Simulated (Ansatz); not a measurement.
# NbRu: a tetragonal deformation path

One table from this session's results is given with a row withheld; the runs are named, their logs left out.

Computed with Ansatz 0.2.0 (DFT r2SCAN, scalar-relativistic, plane waves, PAW, unless a step's input says otherwise).

**Starting point**

The structure is tetragonal, space group P4/mmm (No. 123). Conventional cell: a = 3.000 Å, b = 3.000 Å, c = 3.380 Å, α = 90.00°, β = 90.00°, γ = 90.00°. Nb (site symmetry 4/mmm) has 8 Ru at 2.71 Å and 4 Nb at 3.00 Å in its first shell of neighbours. Ru (site symmetry 4/mmm) is surrounded by 8 Nb at 2.71 Å and 4 Ru at 3.00 Å.

Structure file:

```
CELL_PARAMETERS angstrom
3.00000 0.00000 0.00000
0.00000 3.00000 0.00000
0.00000 0.00000 3.38000
ATOMIC_POSITIONS crystal
Nb 0.00000 0.00000 0.00000
Ru 0.50000 0.50000 0.50000
```

No relaxation comes first: the listed cell is the starting point.

Set-up of the first run:

File input.yaml:

```yaml
crystal:
  lattice:
    - [3.0, 0.0, 0.0]
    - [0.0, 3.0, 0.0]
    - [0.0, 0.0, 3.38]
  atoms:
    - { symbol: Nb, position: [0.0, 0.0, 0.0] }
    - { symbol: Ru, position: [0.5, 0.5, 0.5] }
basis:
  ecutwfc: 500
kpoints:
  mp_grid: { grid: [18, 18, 16] }
hamiltonian:
  xc: r2scan
scf:
  occupations: { method: gaussian, width: 0.15 }
output:
  forces: true
  stress: true
  eigenvalues: true
  write_density: true
  write_potential: true
  elf: true
  volumetric_format: npy
```

Started as:

```console
$ ansatz run input.yaml --threads 1 --pin off --max-ram 2560MiB --backend cpu --events-out ev --progress --plain --runs-dir out
```

Steps of the session up to this table: The reference: the undisturbed cell on the scan's mesh; At ρ = 0.850; ρ = 1.200; ρ = 0.920; Point ρ = 1.100; Point ρ = 0.960; ρ = 1.050; Point ρ = 0.800; Point ρ = 1.300.

One table of the session follows, with a row left open; its other results are not shown here.

It belongs to the step «The scan collected». Collected from the runs (energy zero: the undisturbed cell):

```
    ρ  ΔE (meV/atom)  pressure (GPa)
0.800           27.8             9.9
0.850           17.9             9.6
0.920           15.7             9.6
0.960              ?               ?
1.000            0.0             9.8
1.050           16.9             9.8
1.100           51.9             9.5
1.200          125.1             8.4
1.300          193.3             8.0
```

Estimate the missing values for ρ = 0.960.

Worked estimate for «ΔE (meV/atom)». A straight line through the neighbours (0.920, 15.7) and (1.000, 0.0) gives 15.7 + (0.0 − 15.7) × (0.960 − 0.920) / (1.000 − 0.920) = 7.9; a parabola fitted to 4 rows on both sides gives 7.0.

As computed: ΔE (meV/atom): 1.8; pressure (GPa): 9.8. In «ΔE (meV/atom)» the line misses by +6.1 and the parabola by +5.2. Between these rows the values bend or scatter more than so simple an estimate can follow.
